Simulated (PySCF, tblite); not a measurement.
**C₅H₈FGaS: geometry, infrared bands and NMR shifts**

Aim: predict the infrared bands and NMR shifts of C₅H₈FGaS (`F[C@@H]1[GaH2-][S@@+]2C=C[C@@H]1C2`).

The runs use tblite 0.8.0 and PySCF 2.14.0, with density-fitted response routines of our own; the level of theory stands in each step. All values are computed, except where a source is named. Atoms count from 0, in the outputs and in this text.

## 1. The molecule as given

16 atoms, charge 0, multiplicity 1; geometry from: force field or distance geometry start.

Bonds of the start (Å): F0–C1 1.39, C1–Ga2 2.03, Ga2–S3 2.28, S3–C4 1.77, C4–C5 1.33, C5–C6 1.45, C6–C7 1.52, C6–C1 1.53, C7–S3 1.81, C1–H8 1.07, Ga2–H9 1.57, Ga2–H10 1.58, C4–H11 1.09, C5–H12 1.09, C6–H13 1.11, C7–H14 1.08, C7–H15 1.11.

## 2. Optimising the geometry with GFN2-xTB

The job: settings as JSON, then the geometry in Å.

```
{"job": {"kind": "relax", "xc": "GFN2-xTB", "basis": "xTB"}, "charge": 0, "multiplicity": 1}
F      1.648100    -1.726600    -0.373700
C      1.025600    -0.580600    -0.863300
Ga     1.558500     0.948600     0.364100
S     -0.369400     0.701300     1.547700
C     -1.556300     1.183400     0.330100
C     -1.223600     0.498100    -0.758700
C     -0.450700    -0.696900    -0.481600
C     -0.473800    -1.024600     1.003000
H      1.205500    -0.388800    -1.900000
H      2.822000     0.621400     1.228800
H      1.564600     2.334600    -0.398400
H     -2.373000     1.889500     0.445700
H     -1.514000     0.833300    -1.753300
H     -0.903500    -1.565800    -1.005600
H      0.448000    -1.529100     1.253300
H     -1.415600    -1.488800     1.350400
```

On the command line:

```bash
> OMP_NUM_THREADS=1 python probes_run.py task.json out
```

This one command runs all jobs of the session in turn.

**Question.** This job is followed by: GFN2-xTB harmonic vibrations, gas phase; GIAO PBE0/pcSseg-1 NMR shielding, non-relativistic, gas phase. What will the session give for the following? strongest single infrared mode (GFN2-xTB); zero-point energy (GFN2-xTB); 13C shifts against TMS (PBE0/pcSseg-1); 1H shifts against TMS (PBE0/pcSseg-1); 19F shifts against CFCl3 (PBE0/pcSseg-1); 33S shifts against CS2 (PBE0/pcSseg-1); shieldings of Ga (PBE0/pcSseg-1).

As calculated:

| quantity | value |
| --- | --- |
| strongest single infrared mode (GFN2-xTB) | 1728 cm⁻¹, 469 km/mol |
| zero-point energy (GFN2-xTB) | 67.9 kcal/mol |
| 13C shifts against TMS (PBE0/pcSseg-1) | 140.4, 136.8, 97.7, 56.3, 50.6 ppm |
| 1H shifts against TMS (PBE0/pcSseg-1) | 6.14, 6.11, 5.29, 4.79, 4.74, 3.78, 3.76, 3.38 ppm |
| 19F shifts against CFCl3 (PBE0/pcSseg-1) | -237.3 ppm |
| 33S shifts against CS2 (PBE0/pcSseg-1) | -13 ppm |
| shieldings of Ga (PBE0/pcSseg-1) | Ga2 1421.7 ppm |

In words: Relaxing lowered the energy by 1.311 eV in 73 steps; the close pair that moved most is Ga2–S3, from 2.276 to 2.536 Å. No mode is imaginary among the 42: a minimum at this level. The strongest single mode, at 1728 cm⁻¹, moves mainly H9. Unscaled tight-binding wavenumbers are off by several per cent, some by more. Its intensities can rank the bands wrongly. At PBE0/pcSseg-1: Shielding is most anisotropic at S3 (span 449 ppm, paramagnetic term -539 ppm). Spin-orbit coupling is left out, which matters for shieldings and couplings at and beside the heavy atoms.
